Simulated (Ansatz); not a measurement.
Input of an Ansatz 0.2.0 run:

The input input.yaml:

```yaml
crystal:
  lattice:
    - [-2.80955, 2.80955, 5.513]
    - [2.80955, -2.80955, 5.513]
    - [2.80955, 2.80955, -5.513]
  atoms:
    - { symbol: Se, position: [0.12562, 0.625, 0.00062] }
    - { symbol: Se, position: [0.875, 0.87438, 0.49938] }
    - { symbol: Se, position: [0.62438, 0.125, 0.99938] }
    - { symbol: Se, position: [0.375, 0.37562, 0.50062] }
    - { symbol: Ga, position: [0.25, 0.75, 0.5] }
    - { symbol: Ga, position: [0.5, 0.5, 0.0] }
    - { symbol: Cu, position: [0.75, 0.25, 0.5] }
    - { symbol: Cu, position: [0.0, 0.0, 0.0] }
kpoints:
  mp_grid: { grid: [7, 7, 7] }
scf:
  occupations: { method: fermi_dirac, width: 0.05 }
hamiltonian:
  xc: pbesol
  pseudopotentials: { kind: all_electron, lapw: { basis_error: 0.001 } }
output:
  forces: true
  stress: true
  eigenvalues: true
  populations: true
```

Potentials or basis: all-electron LAPW, scalar-relativistic.

Run with:

```bash
$ ansatz run input.yaml --threads 4 --pin off --max-ram 12288MiB --backend cpu --events-out ev --progress --plain --runs-dir out
```

(1) Predict the pressure.

(2) Predict the largest force.

(3) Predict the band gap on the k mesh.

## Answers

(1) -0.7 GPa.

(2) 0.432 eV/Å.

(3) 0.16 eV, direct.

**What was measured.**

“Growth and anisotropy of transport properties of CuGaSe2 single crystals”, 2018, pmc:6251020 reports, for a bulk crystal of GaCuSe2: band gap 1.7 eV.

Against the measured gap of GaCuSe2, 1.7 eV (“Growth and anisotropy of transport properties of CuGaSe2 single crystals”, 2018, pmc:6251020), the calculated 0.16 eV is off by -1.54 eV. So large a miss can be the level of theory's own, or it may mean another phase, state or a wrong row. 2 values of this kind are on record in papers (1.7 to 1.72 eV); this one was drawn at random among those near their median. Spin-orbit coupling on Ga, Se is left out. The value is that of PBEsol, without temperature or zero-point motion. Semilocal functionals fall short of measured gaps as a rule.
